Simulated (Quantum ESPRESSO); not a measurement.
# Sb2Se5 (P6/mmm) in Quantum ESPRESSO: reference runs

How does Sb2Se5 come out in PBE? The cell is run as given.

All numbers are computed with Quantum ESPRESSO 7.5; they aren't measurements. Logs are shortened: lines on timing, memory, paths and dates and some standing lists are left out, and cuts for length are marked.

## 1. The structure

The structure is hexagonal, space group P6/mmm (No. 191). Conventional cell: a = 5.124 Å, b = 5.124 Å, c = 9.110 Å, α = 90.00°, β = 90.00°, γ = 120.00°. Sb (site symmetry 6mm) has 1 Se at 1.88 Å as nearest neighbours. Around Se (site symmetry mmm) lie 6 Se at 2.56 Å. Around Se (site symmetry 6/mmm) lie 2 Sb at 1.88 Å. Se (site symmetry 6/mmm) is surrounded by 6 Se at 2.56 Å and 2 Sb at 2.67 Å.

The cell was built by a generator and needn't be a form met in nature.

## 2. Single point, PBE

pw.in reads:

```
&CONTROL
  calculation = 'scf'
  prefix = 'pwscf'
  outdir = './tmp'
  pseudo_dir = './pseudo'
  tprnfor = .true.
  tstress = .true.
  disk_io = 'nowf'
/
&SYSTEM
  ibrav = 0
  nat = 7
  ntyp = 2
  ecutwfc = 55
  ecutrho = 440
  nbnd = 40
  occupations = 'smearing'
  smearing = 'fd'
  degauss = 0.00367493
/
&ELECTRONS
  conv_thr = 1.4d-09
  electron_maxstep = 120
  mixing_beta = 0.5
/
ATOMIC_SPECIES
Sb   121.7600 sb_pbe_v1.4.uspp.F.UPF
Se    78.9710 Se_pbe_v1.uspp.F.UPF
CELL_PARAMETERS angstrom
   5.1241260700    0.0000000000    0.0000000000
  -2.5620630300    4.4376233500    0.0000000000
   0.0000000000    0.0000000000    9.1101114200
ATOMIC_POSITIONS crystal
Sb     0.0000000000    0.0000000000    0.7067469700
Sb     0.0000000000    0.0000000000    0.2932530300
Se     0.5000000000    0.0000000000    0.0000000000
Se     0.0000000000    0.5000000000    0.0000000000
Se     0.5000000000    0.5000000000    0.0000000000
Se     0.0000000000    0.0000000000    0.5000000000
Se     0.0000000000    0.0000000000    0.0000000000
K_POINTS automatic
6 6 3 0 0 0
```

Potentials or basis: SSSP 1.3 efficiency PBE.

On the command line:

```console
> OMP_NUM_THREADS=1 pw.x -in pw.in > pw.out
```

pw.out:

```text
This program is part of the open-source Quantum ESPRESSO suite
     for quantum simulation of materials; please cite
         "P. Giannozzi et al., J. Phys.:Condens. Matter 21 395502 (2009);
         "P. Giannozzi et al., J. Phys.:Condens. Matter 29 465901 (2017);
         "P. Giannozzi et al., J. Chem. Phys. 152 154105 (2020);
     in publications or presentations arising from this work. More details at

     Message from routine setup:
     using ibrav=0 with symmetry is DISCOURAGED, use correct ibrav instead

     G-vector sticks info
     --------------------
     sticks:   dense  smooth     PW     G-vecs:    dense   smooth      PW
     Sum        2839    1417    397               217921    77121   11455

     Using Slab Decomposition

     bravais-lattice index     =            0
     lattice parameter (alat)  =       9.6832  a.u.
     unit-cell volume          =    1397.9464 (a.u.)^3
     number of atoms/cell      =            7
     number of atomic types    =            2
     number of electrons       =        60.00
     number of Kohn-Sham states=           40
     kinetic-energy cutoff     =      55.0000  Ry
     charge density cutoff     =     440.0000  Ry
     scf convergence threshold =      1.4E-09
     mixing beta               =       0.5000
     number of iterations used =            8  plain     mixing
     Exchange-correlation= SLA  PW   PBE  PBE
                           (   1   4   3   4   0   0   0)

     celldm(1)=   9.683195  celldm(2)=   0.000000  celldm(3)=   0.000000
     celldm(4)=   0.000000  celldm(5)=   0.000000  celldm(6)=   0.000000

     crystal axes: (cart. coord. in units of alat)
               a(1) = (   1.000000   0.000000   0.000000 )
               a(2) = (  -0.500000   0.866025   0.000000 )
               a(3) = (   0.000000   0.000000   1.777886 )

     reciprocal axes: (cart. coord. in units 2 pi/alat)
               b(1) = (  1.000000  0.577350 -0.000000 )
               b(2) = (  0.000000  1.154701  0.000000 )
               b(3) = (  0.000000 -0.000000  0.562466 )

     PseudoPot. # 1 for Sb read from file:
     sb_pbe_v1.4.uspp.F.UPF
     Pseudo is Ultrasoft + core correction, Zval = 15.0
     Generated by new atomic code, or converted to UPF format
     Using radial grid of  891 points,  6 beta functions with:
                l(1) =   0
                l(2) =   0
                l(3) =   1
                l(4) =   1
                l(5) =   2
                l(6) =   2
     Q(r) pseudized with  8 coefficients,  rinner =    1.350   1.350   1.350
                                                       1.350   1.350

     PseudoPot. # 2 for Se read from file:
     Se_pbe_v1.uspp.F.UPF
     Pseudo is Ultrasoft + core correction, Zval =  6.0
     Generated by new atomic code, or converted to UPF format
     Using radial grid of  877 points,  6 beta functions with:
                l(1) =   0
                l(2) =   0
                l(3) =   1
                l(4) =   1
                l(5) =   2
                l(6) =   2
     Q(r) pseudized with  8 coefficients,  rinner =    1.300   1.300   1.300
                                                       1.300   1.300

     atomic species   valence    mass     pseudopotential
     Sb               15.00   121.76000     Sb( 1.00)
     Se                6.00    78.97100     Se( 1.00)

     24 Sym. Ops., with inversion, found

   Cartesian axes

     site n.     atom                  positions (alat units)
         1        Sb     tau(   1) = (   0.0000000   0.0000000   1.2565155  )
         2        Sb     tau(   2) = (   0.0000000   0.0000000   0.5213704  )
         3        Se     tau(   3) = (   0.5000000   0.0000000   0.0000000  )
         4        Se     tau(   4) = (  -0.2500000   0.4330127   0.0000000  )
         5        Se     tau(   5) = (   0.2500000   0.4330127   0.0000000  )
         6        Se     tau(   6) = (   0.0000000   0.0000000   0.8889429  )
         7        Se     tau(   7) = (   0.0000000   0.0000000   0.0000000  )

     number of k points=    14  Fermi-Dirac smearing, width (Ry)=  0.0037
                       cart. coord. in units 2pi/alat
        k(    1) = (   0.0000000   0.0000000   0.0000000), wk =   0.0185185
        k(    2) = (   0.0000000   0.0000000   0.1874886), wk =   0.0370370
        k(    3) = (   0.0000000   0.1924501   0.0000000), wk =   0.1111111
        k(    4) = (   0.0000000   0.1924501   0.1874886), wk =   0.2222222
        k(    5) = (   0.0000000   0.3849002   0.0000000), wk =   0.1111111
        k(    6) = (   0.0000000   0.3849002   0.1874886), wk =   0.2222222
        k(    7) = (   0.0000000  -0.5773503   0.0000000), wk =   0.0555556
        k(    8) = (   0.0000000  -0.5773503   0.1874886), wk =   0.1111111
        k(    9) = (   0.1666667   0.2886751   0.0000000), wk =   0.1111111
        k(   10) = (   0.1666667   0.2886751   0.1874886), wk =   0.2222222
        k(   11) = (   0.1666667   0.4811252   0.0000000), wk =   0.2222222
        k(   12) = (   0.1666667   0.4811252   0.1874886), wk =   0.4444444
        k(   13) = (   0.3333333   0.5773503   0.0000000), wk =   0.0370370
        k(   14) = (   0.3333333   0.5773503   0.1874886), wk =   0.0740741

     Dense  grid:   217921 G-vectors     FFT dimensions: (  72,  72, 120)

     Smooth grid:    77121 G-vectors     FFT dimensions: (  45,  45,  81)

     Initial potential from superposition of free atoms

     starting charge      57.9996, renormalised to      60.0000
     Starting wfcs are   38 randomized atomic wfcs +    2 random wfcs

     Self-consistent Calculation

     iteration #  1     ecut=    55.00 Ry     beta= 0.50
     Davidson diagonalization with overlap
     ethr =  1.00E-02,  avg # of iterations =  8.8

     total energy              =    -585.62335151 Ry
     estimated scf accuracy    <       2.18019551 Ry

     iteration #  2     ecut=    55.00 Ry     beta= 0.50
     Davidson diagonalization with overlap
     ethr =  3.63E-03,  avg # of iterations =  4.5

     total energy              =    -585.30010641 Ry
     estimated scf accuracy    <       9.33151755 Ry

     iteration #  3     ecut=    55.00 Ry     beta= 0.50
     Davidson diagonalization with overlap
     ethr =  3.63E-03,  avg # of iterations =  2.6
[... 36 lines left out ...]
     total energy              =    -586.64942032 Ry
     estimated scf accuracy    <       0.00001471 Ry

     iteration #  9     ecut=    55.00 Ry     beta= 0.50
     Davidson diagonalization with overlap
     ethr =  2.45E-08,  avg # of iterations =  2.4

     total energy              =    -586.64942200 Ry
     estimated scf accuracy    <       0.00000073 Ry

     iteration # 10     ecut=    55.00 Ry     beta= 0.50
     Davidson diagonalization with overlap
     c_bands:  1 eigenvalues not converged
     ethr =  1.22E-09,  avg # of iterations =  5.6

     total energy              =    -586.64942284 Ry
     estimated scf accuracy    <       0.00000030 Ry

     iteration # 11     ecut=    55.00 Ry     beta= 0.50
     Davidson diagonalization with overlap
     ethr =  5.02E-10,  avg # of iterations =  2.0

     total energy              =    -586.64942288 Ry
     estimated scf accuracy    <          4.9E-09 Ry

     iteration # 12     ecut=    55.00 Ry     beta= 0.50
     Davidson diagonalization with overlap
     ethr =  8.24E-12,  avg # of iterations =  5.3

     End of self-consistent calculation

          k = 0.0000 0.0000 0.0000 (  9701 PWs)   bands (ev):

   -23.8731 -23.8115 -23.2287 -23.2287 -23.1983 -23.1983 -22.8291 -22.8291
   -22.8290 -22.8290 -12.1077 -11.1046  -6.6354  -5.8520  -5.8520  -5.8119
    -2.8548  -2.8548  -2.5089  -1.4033   0.0812   1.0122   1.0122   2.9009
     5.2411   5.2411   5.3118   5.3118   6.7166   8.2073   8.2073   8.4535
     8.5400   8.7456   8.7456  10.3928  11.0318  11.0318  11.1617  11.4808

          k = 0.0000 0.0000 0.1875 (  9652 PWs)   bands (ev):

   -23.8724 -23.8122 -23.2286 -23.2286 -23.1984 -23.1984 -22.8291 -22.8291
   -22.8290 -22.8290 -12.1065 -11.1088  -6.6803  -5.8520  -5.8520  -5.6359
    -2.8523  -2.8523  -2.5089  -2.2560   0.9844   0.9844   1.5452   2.8307
     5.1476   5.2398   5.2398   5.5973   5.5973   7.7344   7.7344   8.4126
     8.4126   8.5400   8.6404  10.7517  11.1349  11.6327  11.6327  12.2272

          k = 0.0000 0.1925 0.0000 (  9670 PWs)   bands (ev):
[... 17 lines left out ...]
   -23.8730 -23.8114 -23.2288 -23.2288 -23.1984 -23.1983 -22.8291 -22.8289
   -22.8289 -22.8287 -11.3219 -11.0784  -8.9001  -6.8348  -6.4950  -5.7617
    -1.0107  -0.7644  -0.7245   0.2302   0.6960   0.9523   1.6245   1.9732
     4.0504   4.2782   4.4041   4.5200   5.5477   6.2043   7.0076   7.4231
     8.2660   8.2959   9.2467   9.6001  10.7092  11.2556  11.3524  11.9115

          k = 0.0000 0.3849 0.1875 (  9635 PWs)   bands (ev):

   -23.8724 -23.8121 -23.2287 -23.2286 -23.1985 -23.1984 -22.8291 -22.8290
   -22.8289 -22.8287 -11.3133 -11.0900  -8.9035  -6.8504  -6.4949  -5.6286
    -1.9527  -0.7569  -0.6667   0.6136   0.9104   1.4790   1.8065   2.3472
     3.9634   4.3358   4.4926   4.6153   5.0675   5.3718   5.7736   8.0305
     8.2948   8.3486   9.2221   9.7510  10.9965  11.3478  11.5865  12.5587

          k = 0.0000-0.5774 0.0000 (  9644 PWs)   bands (ev):

   -23.8730 -23.8114 -23.2289 -23.2288 -23.1984 -23.1983 -22.8291 -22.8289
   -22.8288 -22.8287 -11.0946 -10.5144 -10.0450  -6.9767  -6.6464  -5.7448
    -0.8249   0.0540   0.3890   0.5864   0.7898   0.9805   1.6013   2.7455
     2.9504   3.8960   4.1314   4.8064   4.8908   5.4940   6.3113   7.0235
     7.2065   8.2393   9.5709  10.0161  10.3227  10.7716  12.2304  12.3322

          k = 0.0000-0.5774 0.1875 (  9614 PWs)   bands (ev):

   -23.8724 -23.8121 -23.2288 -23.2287 -23.1985 -23.1984 -22.8291 -22.8289
   -22.8288 -22.8287 -11.0901 -10.5242 -10.0449  -6.9905  -6.6462  -5.6187
    -1.8252   0.4277   0.4800   0.5639   0.9001   1.8754   2.0283   2.7052
     2.9504   3.7742   4.4695   4.6793   4.8727   5.0564   5.3396   5.7490
     7.9848   8.5110   9.7566   9.9986  10.3227  11.5034  12.1509  12.6935

          k = 0.1667 0.2887 0.0000 (  9655 PWs)   bands (ev):

   -23.8731 -23.8114 -23.2288 -23.2288 -23.1984 -23.1983 -22.8291 -22.8289
   -22.8289 -22.8288 -11.5123 -11.0873  -8.1662  -7.7057  -5.7702  -5.5965
    -2.1116  -1.0912  -0.1746   0.3596   0.3918   0.8023   0.9460   2.2196
     3.6560   4.2130   4.8508   5.7757   5.8756   6.9994   7.2742   7.3091
     7.6813   8.2865   9.4004   9.8061  10.7304  10.7720  11.1892  12.2047

          k = 0.1667 0.2887 0.1875 (  9635 PWs)   bands (ev):

   -23.8724 -23.8121 -23.2287 -23.2286 -23.1985 -23.1984 -22.8291 -22.8289
   -22.8289 -22.8288 -11.5082 -11.0943  -8.1742  -7.7057  -5.7438  -5.4970
    -2.1090  -2.0097   0.0338   0.3673   0.7107   0.8985   1.6950   2.5003
     3.8356   4.1815   4.6687   5.4155   5.4877   5.5731   7.3350   7.4051
     8.1110   8.1198   9.4619   9.7917  10.6184  11.1625  11.8139  12.1431
[... 19 lines left out ...]
   -23.8730 -23.8114 -23.2288 -23.2288 -23.1984 -23.1984 -22.8289 -22.8289
   -22.8288 -22.8288 -11.0892 -10.1086  -9.4447  -9.4447  -5.7364  -4.7646
    -0.7410  -0.2369  -0.2369   0.2338   0.7442   0.7442   2.1514   2.1514
     4.4200   4.4591   4.4591   5.6256   5.6520   5.6520   6.7728   6.7728
     7.0909   7.1441   7.5770   7.5770  10.8348  11.2083  11.2083  12.1573

          k = 0.3333 0.5774 0.1875 (  9615 PWs)   bands (ev):

   -23.8723 -23.8121 -23.2287 -23.2287 -23.1985 -23.1985 -22.8289 -22.8289
   -22.8288 -22.8288 -11.0867 -10.1181  -9.4447  -9.4447  -5.6480  -4.7366
    -1.7639  -0.2245  -0.2245   0.6502   0.6502   1.9990   2.3820   2.3820
     4.3800   4.4065   4.4065   4.9820   5.1833   5.1833   5.9979   6.8479
     6.8479   7.0909   8.1302   8.1302  10.9262  10.9262  12.4722  12.5759

     the Fermi energy is     6.0076 ev

!    total energy              =    -586.64942289 Ry
     estimated scf accuracy    <          4.2E-10 Ry
     smearing contrib. (-TS)   =      -0.00097641 Ry
     internal energy E=F+TS    =    -586.64844648 Ry

     The total energy is F=E-TS. E is the sum of the following terms:
     one-electron contribution =    -280.18401151 Ry
     hartree contribution      =     167.15811274 Ry
     xc contribution           =    -237.84057650 Ry
     ewald contribution        =    -235.78197121 Ry

     convergence has been achieved in  12 iterations

     Forces acting on atoms (cartesian axes, Ry/au):

     atom    1 type  1   force =     0.00000000   -0.00000000    0.91208273
     atom    2 type  1   force =    -0.00000000    0.00000000   -0.91208273
     atom    3 type  2   force =     0.00000000   -0.00000000    0.00000000
     atom    4 type  2   force =    -0.00000000    0.00000000    0.00000000
     atom    5 type  2   force =     0.00000000    0.00000000    0.00000000
     atom    6 type  2   force =     0.00000000    0.00000000    0.00000000
     atom    7 type  2   force =     0.00000000    0.00000000    0.00000000

     Total force =     1.289880     Total SCF correction =     0.000156

     Computing stress (Cartesian axis) and pressure

          total   stress  (Ry/bohr**3)                   (kbar)     P=      379.13
   0.00101117  -0.00000000   0.00000000          148.75       -0.00        0.00
  -0.00000000   0.00101117   0.00000000           -0.00      148.75        0.00
   0.00000000   0.00000000   0.00570950            0.00        0.00      839.90

=------------------------------------------------------------------------------=
   JOB DONE.
=------------------------------------------------------------------------------=
```

Wall time 2.1 min (1 thread of AMD EPYC 9R14 (Zen 4), shared host); peak memory 0.87 GiB.

Results:

| Item | Value |
| --- | --- |
| Free energy | -7981.7720 eV |
| Pressure | 37.9 GPa |
| Largest force | 23.451 eV/Å |
| Band gap on the k mesh | none (metal or under the smearing width) |

Forces on the atoms (eV/Å):
```
Sb    0.000   0.000  23.451
Sb    0.000   0.000 -23.451
Se    0.000   0.000   0.000
Se    0.000   0.000   0.000
Se    0.000   0.000   0.000
Se    0.000   0.000   0.000
Se    0.000   0.000   0.000
```

Caveat: a pressure of tens of GPa on the cell as given is suspect, and the run, the potentials or the cell itself is likely at fault; forces of over 1 eV/Å show positions far from the minimum, so gaps and moduli don't describe the material at rest.
